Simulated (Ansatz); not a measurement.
# ClF2HSi (built from SMILES F[SiH](F)Cl): search for a transition state

Is there a first-order saddle for this 1,1-elimination, which should form Cl2–H3 and break Si1–Cl2, Si1–H3, and which two structures does it connect?

Computed with Ansatz 0.2.0, Gaussian basis. Level: PBE0-D4, def2-SVP first, then def2-TZVP.

114 further runs of the same task are left out: 114 set aside as unsound or not needed.

### 1 The starting structure

The guess: 5 atoms, charge 0, spin multiplicity 1.

Atoms are counted from 1 here; the program's logs count them from 0.

Bond lengths: Si1–H3 1.490 Å, Si1–F4 1.592 Å, Si1–F5 1.592 Å. Angles: H3–Si1–F4 123.9°, H3–Si1–F5 123.5°, F4–Si1–F5 95.7°.

Geometry (Å):

```mol
ClF2HSi
  3D, bonds by distance, orders not assigned

  5  3  0  0  0  0  0  0  0  0999 V2000
    0.0587    0.5758    0.3858 Si  0  0
    0.6218   -1.4514   -1.8010 Cl  0  0
    0.7491    0.0038   -0.8037 H   0  0
   -1.4763    0.9968    0.4041 F   0  0
    0.0468   -0.1249    1.8148 F   0  0
  1  3  8  0
  1  4  8  0
  1  5  8  0
M  END
```

Distances that are to change: Cl2–H3 1.77 Å, Si1–Cl2 3.03 Å, Si1–H3 1.49 Å.

### 2 Relaxing the guess with the reacting distances held

Contents of hold/in.yaml:

```yaml
crystal:
  periodic: [false, false, false]
  atoms:
    - {symbol: Si, position_ang: [0.058700, 0.575800, 0.385800]}
    - {symbol: Cl, position_ang: [0.621800, -1.451400, -1.801000]}
    - {symbol: H, position_ang: [0.749100, 0.003800, -0.803700]}
    - {symbol: F, position_ang: [-1.476300, 0.996800, 0.404100]}
    - {symbol: F, position_ang: [0.046800, -0.124900, 1.814800]}
basis:
  gaussian: {orbitals: def2-SVP}
hamiltonian: {xc: pbe0, dispersion: d4}
relax: {f_tol: 0.04, max_steps: 150, escape_saddle: false, constraints: [{distance: [1, 2]}, {distance: [0, 1]}, {distance: [0, 2]}]}
```

On the command line:

```sh
> ansatz run in.yaml --threads 2 --pin off --events-out ev --progress --plain --max-ram 4352MiB
```

The program printed, shortened:

```text
Functional definition: PBE0
  name "PBE0"
  cite "Adamo & Barone, J. Chem. Phys. 110, 6158 (1999) doi:10.1063/1.478522"
  cite "Perdew, Burke & Ernzerhof, Phys. Rev. Lett. 77, 3865 (1996) doi:10.1103/PhysRevLett.77.3865"
  parent pbe
[...]
675 factors; integrals over basis functions are off by at most 3.8e-4 eV
[...]
mean field -25827.79828317 eV, -949.1540801960 hartree, gradient 2.4e-5 eV, S^2 0.000000; 0 other end points of the search recorded, 0 dependent functions left out
[...]
reference -25827.79830291 eV, -949.1540809215 hartree; 25, 25 occupied and 44, 44 virtual orbitals, 675 factors
relax step   1: F+E_penalty+E_count = -25827.87629629 eV  Δ(F+E_penalty+E_count) = +0.000e0 eV  max|allowed force component| = 7.775e-1 eV/Å  Δτ_max = 0.0000 Å  (26 SCF iters, accepted)
[...]
relax step   4: F+E_penalty+E_count = -25827.99169355 eV  Δ(F+E_penalty+E_count) = -4.166e-2 eV  max|allowed force component| = 9.321e-2 eV/Å  Δτ_max = 0.0585 Å  (30 SCF iters, accepted)
[...]
relax step   5: F+E_penalty+E_count = -25827.99360460 eV  Δ(F+E_penalty+E_count) = -1.911e-3 eV  max|allowed force component| = 3.698e-2 eV/Å  Δτ_max = 0.0282 Å  (30 SCF iters, accepted)
  distance Cl 1 - H 2 held at 1.768734 Å   reaction = +7.9592e-1 eV/Å
  distance Si 0 - Cl 1 held at 3.034587 Å   reaction = +8.5423e-1 eV/Å
  distance Si 0 - H 2 held at 1.489546 Å   reaction = -2.2649e0 eV/Å
675 factors; integrals over basis functions are off by at most 3.8e-4 eV
mean field -25827.91476862 eV, -949.1583609572 hartree, gradient 1.3e-5 eV, S^2 0.000000; 1 other end points of the search recorded, 0 dependent functions left out
[...]
reference -25827.91478833 eV, -949.1583616816 hartree; 25, 25 occupied and 44, 44 virtual orbitals, 675 factors
Total energy: -25827.99362431 eV, -949.1612588507 hartree
Atom 0 at     0.043048     0.603158     0.427643 Å, force    -0.893233     0.291386     1.184368 eV/Å
Atom 1 at     0.586078    -1.433551    -1.755394 Å, force    -0.075436     1.225776     1.043531 eV/Å
Atom 2 at     0.726529     0.023064    -0.761932 Å, force     0.978174    -1.545215    -2.265354 eV/Å
Atom 3 at    -1.500090     1.006719     0.279487 Å, force    -0.021844     0.027278     0.000473 eV/Å
Atom 4 at     0.144535    -0.199290     1.810196 Å, force     0.012339     0.000774     0.036981 eV/Å
Dipole moment:     0.087445     0.658491     0.423434 e Å
```

Wall time 6.5 s (2 threads of Intel Xeon 6975P-C, shared host).

The steps of the relaxation: (the energy doesn't fall at every step)

| step | energy from step 1 (eV) | largest force component (eV/Å) |
| --- | --- | --- |
| 1 | 0.0000 | 0.7775 |
| 2 | -0.0737 | 0.4585 |
| 3 | -0.0298 | 0.8584 |
| 4 | -0.1154 | 0.0932 |
| 5 | -0.1173 | 0.0370 |

Distances of close pairs at the start and the end, largest changes first:

| bond | before (Å) | after (Å) | change (Å) |
| --- | --- | --- | --- |
| Si1–F5 | 1.592 | 1.602 | +0.010 |
| Si1–F4 | 1.592 | 1.602 | +0.010 |
| Si1–H3 | 1.490 | 1.490 | +0.000 |

### 3 A starting Hessian

Contents of hessian/in.yaml:

```yaml
crystal:
  periodic: [false, false, false]
  atoms:
    - {symbol: Si, position_ang: [0.043048, 0.603158, 0.427643]}
    - {symbol: Cl, position_ang: [0.586078, -1.433551, -1.755394]}
    - {symbol: H, position_ang: [0.726529, 0.023064, -0.761932]}
    - {symbol: F, position_ang: [-1.500090, 1.006719, 0.279487]}
    - {symbol: F, position_ang: [0.144535, -0.199290, 1.810196]}
basis:
  gaussian: {orbitals: def2-SVP}
hamiltonian: {xc: pbe0, dispersion: d4}
phonons: {}
scf: {lower_state_search: off}
```

On the command line:

```sh
> ansatz run in.yaml --threads 2 --pin off --events-out ev --progress --plain --max-ram 4352MiB
```

The program printed, shortened:

```text
[... 5 set-up lines as earlier in the session ...]
[...]
674 factors; integrals over basis functions are off by at most 3.7e-4 eV
[...]
mean field -25827.91476583 eV, -949.1583608550 hartree, gradient 1.6e-6 eV, S^2 0.000000; 0 other end points of the search recorded, 0 dependent functions left out
[...]
reference -25827.91478553 eV, -949.1583615789 hartree; 25, 25 occupied and 44, 44 virtual orbitals, 674 factors
[... from here to the last solve, the lines of the solves are left out (29 solves) ...]
674 factors; integrals over basis functions are off by at most 3.7e-4 eV
mean field -25827.91457179 eV, -949.1583537241 hartree, gradient 1.2e-6 eV, S^2 0.000000; 0 other end points of the search recorded, 0 dependent functions left out
[...]
reference -25827.91459150 eV, -949.1583544482 hartree; 25, 25 occupied and 44, 44 virtual orbitals, 674 factors
WARN: phonons: modes at or below zero, which the zero-point energy, F, S and C_V leave out: 1, the lowest at -690.12 cm⁻¹. A minimum has none, and a first-order saddle one
Total energy: -25827.99362151 eV, -949.1612587478 hartree
Atom 0 at     0.043048     0.603158     0.427643 Å, force    -0.893266     0.291376     1.184386 eV/Å
Atom 1 at     0.586078    -1.433551    -1.755394 Å, force    -0.075437     1.225786     1.043533 eV/Å
Atom 2 at     0.726529     0.023064    -0.761932 Å, force     0.978178    -1.545223    -2.265365 eV/Å
Atom 3 at    -1.500090     1.006719     0.279487 Å, force    -0.021821     0.027277     0.000468 eV/Å
Atom 4 at     0.144535    -0.199290     1.810196 Å, force     0.012346     0.000785     0.036978 eV/Å
Dipole moment:     0.087445     0.658490     0.423433 e Å
Vibrations: -690.12 115.24 120.98 275.38 334.75 572.98 890.01 974.60 1969.13 cm⁻¹, zero-point energy 0.325649 eV
Checks for a lower state left out: stability, starts, cluster_reference, orbital_swaps, neighbouring_geometries, increment
```

Wall time 17 s (2 threads of Intel Xeon 6975P-C, shared host).

The structure is not stationary yet, so these wavenumbers are no spectrum; the search needs only the force constants.

### 4 Saddle search in the small basis

A small driver takes partitioned rational-function steps: uphill along one mode, downhill along the rest. It calls the program once a step for energy and forces and updates the Hessian by Bofill's formula. It stops when the largest force is under 0.04 eV/Å and the followed curvature is negative. The first step's input:

Contents of presaddle/in.yaml:

```yaml
crystal:
  periodic: [false, false, false]
  atoms:
    - {symbol: Si, position_ang: [0.043048, 0.603158, 0.427643]}
    - {symbol: Cl, position_ang: [0.586078, -1.433551, -1.755394]}
    - {symbol: H, position_ang: [0.726529, 0.023064, -0.761932]}
    - {symbol: F, position_ang: [-1.500090, 1.006719, 0.279487]}
    - {symbol: F, position_ang: [0.144535, -0.199290, 1.810196]}
basis:
  gaussian: {orbitals: def2-SVP}
hamiltonian: {xc: pbe0, dispersion: d4}
output: {forces: true}
scf: {lower_state_search: off}
```

On the command line:

```sh
> ansatz run in.yaml --threads 2 --pin off --events-out ev --progress --plain --max-ram 4352MiB
```

Step by step:

| step | energy (eV) | largest force (eV/Å) | followed curvature (eV/Å²) |
| --- | --- | --- | --- |
| 1 | -25827.99362 | 2.2654 | -2.37 |
| 2 | -25828.16948 | 1.3396 | -3.57 |
| 3 | -25828.42265 | 0.3840 | -5.28 |
| 4 | -25828.46221 | 0.9264 | -6.47 |
| 5 | -25827.89259 | 2.5518 | -6.42 |
| 6 | -25828.44519 | 0.4738 | -6.26 |
| 7 | -25828.48480 | 0.4232 | -10.34 |
| 8 | -25828.48410 | 0.2930 | -11.24 |
| 9 | -25828.48594 | 0.0607 | -8.60 |
| 10 | -25828.48611 | 0.0066 | -8.17 |

The 10 steps took 6.3 s in all (2 threads of Intel Xeon 6975P-C, shared host).

### 5 Saddle search in triple zeta

A small driver takes partitioned rational-function steps: uphill along one mode, downhill along the rest. It calls the program once a step for energy and forces and updates the Hessian by Bofill's formula. It stops when the largest force is under 0.01 eV/Å and the followed curvature is negative. The first step's input:

Contents of saddle/in.yaml:

```yaml
crystal:
  periodic: [false, false, false]
  atoms:
    - {symbol: Si, position_ang: [0.056270, 0.529889, 0.356450]}
    - {symbol: Cl, position_ang: [0.331402, -1.244450, -1.334717]}
    - {symbol: H, position_ang: [0.980514, 0.158823, -0.927592]}
    - {symbol: F, position_ang: [-1.507268, 0.881153, 0.186024]}
    - {symbol: F, position_ang: [0.139182, -0.325315, 1.719835]}
basis:
  gaussian: {orbitals: def2-TZVP}
hamiltonian: {xc: pbe0, dispersion: d4}
output: {forces: true}
scf: {lower_state_search: off}
```

On the command line:

```sh
> ansatz run in.yaml --threads 2 --pin off --events-out ev --progress --plain --max-ram 4352MiB
```

The driver's record:

| step | energy (eV) | largest force (eV/Å) | followed curvature (eV/Å²) |
| --- | --- | --- | --- |
| 1 | -25842.77871 | 0.9139 | -8.17 |
| 2 | -25842.80453 | 0.1094 | -8.02 |
| 3 | -25842.80526 | 0.0230 | -9.09 |
| 4 | -25842.80526 | 0.0037 | -10.95 |

The 4 steps took 5.6 s in all (2 threads of Intel Xeon 6975P-C, shared host).

The point found:

```xyz
5
ClF2HSi
Si    0.04817    0.53432    0.36871
Cl    0.33802   -1.24445   -1.34197
H     0.96828    0.15038   -0.92107
F    -1.48806    0.87406    0.19169
F     0.13370   -0.31422    1.70265
```

Followed mode, largest move set to 1: H3 (-0.29, -0.88, -0.38); Si1 (0.08, 0.81, 0.55); Cl2 (0.40, 0.30, -0.19); F4 (-0.09, -0.12, 0.01).

### 6 Vibrations at the point found

Contents of vib/in.yaml:

```yaml
crystal:
  periodic: [false, false, false]
  atoms:
    - {symbol: Si, position_ang: [0.048172, 0.534322, 0.368706]}
    - {symbol: Cl, position_ang: [0.338019, -1.244454, -1.341974]}
    - {symbol: H, position_ang: [0.968276, 0.150384, -0.921072]}
    - {symbol: F, position_ang: [-1.488064, 0.874065, 0.191688]}
    - {symbol: F, position_ang: [0.133696, -0.314216, 1.702653]}
basis:
  gaussian: {orbitals: def2-TZVP}
hamiltonian: {xc: pbe0, dispersion: d4}
phonons: {temperatures: {t_min: 298.15, t_max: 900, t_step: 200}}
```

On the command line:

```sh
> ansatz run in.yaml --threads 2 --pin off --events-out ev --progress --plain --max-ram 4352MiB
```

The program printed, shortened:

```text
[... 5 set-up lines as earlier in the session ...]
[...]
892 factors; their error is unknown
[...]
mean field -25842.71802374 eV, -949.7023705490 hartree, gradient 3.5e-5 eV, S^2 0.000000; 0 other end points of the search recorded, 0 dependent functions left out
[...]
reference -25842.71804790 eV, -949.7023714368 hartree; 25, 25 occupied and 117, 117 virtual orbitals, 892 factors
[... from here to the last solve, the lines of the solves are left out (29 solves) ...]
892 factors; their error is unknown
mean field -25842.71792795 eV, -949.7023670287 hartree, gradient 2.6e-6 eV, S^2 0.000000; 0 other end points of the search recorded, 0 dependent functions left out
[...]
reference -25842.71795211 eV, -949.7023679165 hartree; 25, 25 occupied and 117, 117 virtual orbitals, 892 factors
WARN: phonons: modes at or below zero, which the zero-point energy, F, S and C_V leave out: 1, the lowest at -975.12 cm⁻¹. A minimum has none, and a first-order saddle one
Total energy: -25842.80526056 eV, -949.7055764431 hartree
Atom 0 at     0.048172     0.534322     0.368706 Å, force    -0.000725     0.003656     0.002832 eV/Å
Atom 1 at     0.338019    -1.244454    -1.341974 Å, force     0.002378     0.000014    -0.002252 eV/Å
Atom 2 at     0.968276     0.150384    -0.921072 Å, force    -0.000644    -0.003682    -0.002196 eV/Å
Atom 3 at    -1.488064     0.874065     0.191688 Å, force    -0.000504     0.000212     0.000794 eV/Å
Atom 4 at     0.133696    -0.314216     1.702653 Å, force    -0.000505    -0.000199     0.000821 eV/Å
Dipole moment:     0.184060     0.298221     0.037094 e Å
Vibrations: -975.12 136.44 163.02 327.61 502.39 612.16 893.08 945.33 1612.16 cm⁻¹, zero-point energy 0.321876 eV
```

It took 31 s on 2 threads of Intel Xeon 6975P-C, shared host.

The modes, with what each moves most:

| mode | wavenumber (cm⁻¹) | character |
| --- | --- | --- |
| 1 | 975i | changes Cl2–H3, Si1–H3 |
| 2 | 136 | bend with torsion |
| 3 | 163 | bend |
| 4 | 328 | bend |
| 5 | 502 | Cl–H stretch |
| 6 | 612 | torsion with bend |
| 7 | 893 | Si–F stretch |
| 8 | 945 | Si–F stretch |
| 9 | 1612 | Si–H stretch |

Vibrational sums (real modes only):

| T (K) | entropy (J/mol/K) | heat capacity (J/mol/K) |
| --- | --- | --- |
| 298 | 33.4 | 36.3 |
| 498 | 55.3 | 48.8 |
| 698 | 73.0 | 55.4 |
| 898 | 87.4 | 59.1 |

### 7 Relaxing after a step of 0.30 Å one way along the mode

Contents of downa/in.yaml:

```yaml
crystal:
  periodic: [false, false, false]
  atoms:
    - {symbol: Si, position_ang: [0.071903, 0.776860, 0.532986]}
    - {symbol: Cl, position_ang: [0.457927, -1.153255, -1.399581]}
    - {symbol: H, position_ang: [0.880795, -0.113466, -1.033901]}
    - {symbol: F, position_ang: [-1.515541, 0.838540, 0.195203]}
    - {symbol: F, position_ang: [0.105017, -0.348580, 1.705293]}
basis:
  gaussian: {orbitals: def2-TZVP}
hamiltonian: {xc: pbe0, dispersion: d4}
relax: {f_tol: 0.005, max_steps: 200}
```

On the command line:

```sh
> ansatz run in.yaml --threads 2 --pin off --events-out ev --progress --plain --max-ram 4352MiB
```

The program printed, shortened:

```text
[... 5 set-up lines as earlier in the session ...]
[...]
892 factors; their error is unknown
[...]
mean field -25842.74288513 eV, -949.7032841883 hartree, gradient 7.8e-5 eV, S^2 0.000000; 0 other end points of the search recorded, 0 dependent functions left out
[...]
reference -25842.74290789 eV, -949.7032850245 hartree; 25, 25 occupied and 117, 117 virtual orbitals, 892 factors
relax step   1: F+E_penalty+E_count = -25842.83011599 eV  Δ(F+E_penalty+E_count) = +0.000e0 eV  max|allowed force component| = 4.692e0 eV/Å  Δτ_max = 0.0000 Å  (25 SCF iters, accepted)
[...]
892 factors; their error is unknown
[...]
mean field -25843.40112341 eV, -949.7274739989 hartree, gradient 2.6e-5 eV, S^2 0.000000; 1 other end points of the search recorded, 0 dependent functions left out
[...]
reference -25843.40114731 eV, -949.7274748771 hartree; 25, 25 occupied and 117, 117 virtual orbitals, 892 factors
Total energy: -25843.48135536 eV, -949.7304224687 hartree
Atom 0 at    -0.142674     0.934028     0.887445 Å, force    -0.001263    -0.000641     0.000826 eV/Å
Atom 1 at     0.481749    -1.113044    -1.392866 Å, force     0.000671     0.000134    -0.000615 eV/Å
Atom 2 at     1.440198    -0.406672    -1.865056 Å, force    -0.000655    -0.000425     0.000371 eV/Å
Atom 3 at    -1.684513     0.875070     0.444840 Å, force     0.001752    -0.000354     0.000757 eV/Å
Atom 4 at    -0.094658    -0.289283     1.925638 Å, force    -0.000505     0.001286    -0.001338 eV/Å
Dipole moment:     0.397474     0.138842    -0.317318 e Å
```

Wall time 29 s (2 threads of Intel Xeon 6975P-C, shared host).

Relaxation path: (the energy doesn't fall at every step)

| step | energy from step 1 (eV) | largest force component (eV/Å) |
| --- | --- | --- |
| 1 | 0.0000 | 4.6924 |
| 2 | -0.4527 | 1.3153 |
| 3 | -0.5553 | 0.4321 |
| 4 | -0.5975 | 0.5028 |
| 5 | -0.6223 | 0.6101 |
| 6 | -0.6418 | 0.4410 |
| 7 | -0.6487 | 0.2500 |
| 8 | -0.6200 | 0.6750 |
| 9 | -0.6506 | 0.0523 |
| 10 | -0.6501 | 0.1532 |
| 11 | -0.6512 | 0.0083 |
| 12 | -0.6512 | 0.0110 |
| 13 | -0.6512 | 0.0140 |
| 14 | -0.6512 | 0.0047 |
| 15 | -0.6512 | 0.0018 |

Close pairs (by a distance rule), those that changed most:

| bond | before (Å) | after (Å) | change (Å) |
| --- | --- | --- | --- |
| Cl2–H3 | 1.181 | 1.281 | +0.100 |
| Si1–F5 | 1.625 | 1.605 | -0.020 |
| Si1–F4 | 1.624 | 1.605 | -0.019 |

### 8 Relaxing after a step of 0.30 Å the other way along the mode

Contents of downb/in.yaml:

```yaml
crystal:
  periodic: [false, false, false]
  atoms:
    - {symbol: Si, position_ang: [0.024442, 0.291783, 0.204425]}
    - {symbol: Cl, position_ang: [0.218112, -1.335654, -1.284367]}
    - {symbol: H, position_ang: [1.055757, 0.414234, -0.808243]}
    - {symbol: F, position_ang: [-1.460587, 0.909589, 0.188173]}
    - {symbol: F, position_ang: [0.162376, -0.279852, 1.700012]}
basis:
  gaussian: {orbitals: def2-TZVP}
hamiltonian: {xc: pbe0, dispersion: d4}
relax: {f_tol: 0.005, max_steps: 200}
```

On the command line:

```sh
> ansatz run in.yaml --threads 2 --pin off --events-out ev --progress --plain --max-ram 4352MiB
```

The program printed, shortened:

```text
[... 5 set-up lines as earlier in the session ...]
[...]
892 factors; their error is unknown
[...]
mean field -25843.86861713 eV, -949.7446540762 hartree, gradient 5.4e-5 eV, S^2 0.000000; 0 other end points of the search recorded, 0 dependent functions left out
[...]
reference -25843.86864066 eV, -949.7446549408 hartree; 25, 25 occupied and 117, 117 virtual orbitals, 892 factors
relax step   1: F+E_penalty+E_count = -25843.95481917 eV  Δ(F+E_penalty+E_count) = +0.000e0 eV  max|allowed force component| = 2.505e0 eV/Å  Δτ_max = 0.0000 Å  (26 SCF iters, accepted)
[...]
892 factors; their error is unknown
mean field -25845.91051818 eV, -949.8196925558 hartree, gradient 2.0e-5 eV, S^2 0.000000; 1 other end points of the search recorded, 0 dependent functions left out
[...]
reference -25845.91054117 eV, -949.8196934005 hartree; 25, 25 occupied and 117, 117 virtual orbitals, 892 factors
Total energy: -25845.99799127 eV, -949.8229071326 hartree
Atom 0 at     0.037084     0.086768     0.028420 Å, force    -0.001953     0.001902     0.003614 eV/Å
Atom 1 at    -0.143283    -1.582820    -1.090762 Å, force     0.000791     0.000236    -0.000660 eV/Å
Atom 2 at     1.119164     0.945850    -0.457724 Å, force     0.000061    -0.001333    -0.001132 eV/Å
Atom 3 at    -1.327452     0.876502    -0.004745 Å, force     0.002125    -0.001547     0.000551 eV/Å
Atom 4 at     0.314587    -0.326199     1.524811 Å, force    -0.001023     0.000742    -0.002373 eV/Å
Dipole moment:     0.188023     0.080899    -0.138240 e Å
```

It took 17 s on 2 threads of Intel Xeon 6975P-C, shared host.

The steps of the relaxation:

| step | energy from step 1 (eV) | largest force component (eV/Å) |
| --- | --- | --- |
| 1 | 0.0000 | 2.5047 |
| 2 | -1.0171 | 1.6131 |
| 3 | -1.5747 | 2.6091 |
| 4 | -1.9513 | 0.6680 |
| 5 | -2.0196 | 0.8113 |
| 6 | -2.0416 | 0.0774 |
| 7 | -2.0429 | 0.0897 |
| 8 | -2.0431 | 0.0036 |

Close pairs (by a distance rule), those that changed most:

| bond | before (Å) | after (Å) | change (Å) |
| --- | --- | --- | --- |
| Si1–Cl2 | 2.214 | 2.018 | -0.196 |
| Si1–F4 | 1.608 | 1.577 | -0.032 |
| Si1–F5 | 1.607 | 1.577 | -0.030 |
| Si1–H3 | 1.451 | 1.465 | +0.014 |

### 9 What the saddle joins

| pair | start side (Å) | saddle (Å) | end side (Å) |
| --- | --- | --- | --- |
| Cl2–H3 | 2.896 | 1.587 | 1.281 |
| Si1–Cl2 | 2.018 | 2.485 | 3.127 |
| Si1–H3 | 1.465 | 1.630 | 3.447 |

### 10 Outcome

| quantity | value |
| --- | --- |
| imaginary mode | 975i cm⁻¹ |
| barrier from the start side | 308.1 kJ/mol |
| barrier from the end side | 65.2 kJ/mol |
| energy of the step | +242.8 kJ/mol |
| pairs that change | Cl2–H3 formed, Si1–Cl2 broken, Si1–H3 broken |
| zero-point energy at the saddle | 0.322 eV |

In words: The point has a single imaginary mode (975i cm⁻¹), as a transition state must. It joins the planned start and end. At PBE0-D4/def2-TZVP the electronic barrier is 308.1 kJ/mol, about 124 kT at 298 K, and the step runs 242.8 kJ/mol uphill. These are plain relaxations, not an intrinsic reaction coordinate.
